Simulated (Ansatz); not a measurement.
# Cd2Se3S: the cost of one run

Computed with Ansatz 0.2.0 (DFT PBE, scalar-relativistic, plane waves, PAW, unless a step's input says otherwise).

1 further run of the same task is left out (it didn't finish).

## Step 1: The system as given

Symmetry: R-3m, No. 166, trigonal system. Conventional cell: a = 6.865 Å, b = 6.865 Å, c = 12.178 Å, α = 90.00°, β = 90.00°, γ = 120.00°. Around Cd (site symmetry 3m) lie 3 Se at 2.12 Å. Se (site symmetry 2/m) has 2 Cd at 2.12 Å as nearest neighbours. S (site symmetry -3m) has 2 Cd at 3.31 Å as nearest neighbours.

Coordinates:

```cif
data_structure
_symmetry_space_group_name_H-M 'R-3m:H'
_symmetry_Int_Tables_number 166
_cell_length_a 6.8651
_cell_length_b 6.8651
_cell_length_c 12.1778
_cell_angle_alpha 90.000
_cell_angle_beta 90.000
_cell_angle_gamma 120.000
_cell_volume 497.05
loop_
_atom_site_label
_atom_site_type_symbol
_atom_site_symmetry_multiplicity
_atom_site_Wyckoff_symbol
_atom_site_fract_x
_atom_site_fract_y
_atom_site_fract_z
_atom_site_occupancy
Cd1 Cd 6 c 0.33333 0.66667 0.39470 1
Se1 Se 9 e 0.16667 0.33333 0.33333 1
S1 S 3 a 0.00000 0.00000 0.00000 1
```

Recipe of the guess: random cell by space group and Wyckoff sites (R-3m, No. 166). Its size is a rough estimate.

## Step 2: The guess as it stands, on a coarse mesh

Input file input.yaml:

```yaml
crystal:
  lattice:
    - [3.4325641, 1.98179181, 4.05926961]
    - [-3.4325641, 1.98179181, 4.05926961]
    - [0.0, -3.96358361, 4.05926961]
  atoms:
    - { symbol: Cd, position: [0.72803143, 0.72803143, 0.72803143] }
    - { symbol: Cd, position: [0.27196857, 0.27196857, 0.27196857] }
    - { symbol: Se, position: [0.5, 0.5, 0.0] }
    - { symbol: Se, position: [0.0, 0.5, 0.5] }
    - { symbol: Se, position: [0.5, 0.0, 0.5] }
    - { symbol: S, position: [0.0, 0.0, 0.0] }
basis:
  ecutwfc: 420
kpoints:
  mp_grid: { grid: [3, 3, 3] }
hamiltonian:
  xc: pbe
scf:
  occupations: { method: gaussian, width: 0.1 }
  lower_state_search: "off"
output:
  forces: true
  stress: true
  eigenvalues: true
```

Run with:

```console
$ ansatz run input.yaml --threads 1 --pin off --max-ram 2560MiB --backend cpu --events-out ev --progress --plain --runs-dir out
```

What time and memory should one allow on 1 thread of Arm Neoverse V1, shared host?

About 4.7 s, with a peak of 0.41 GiB.
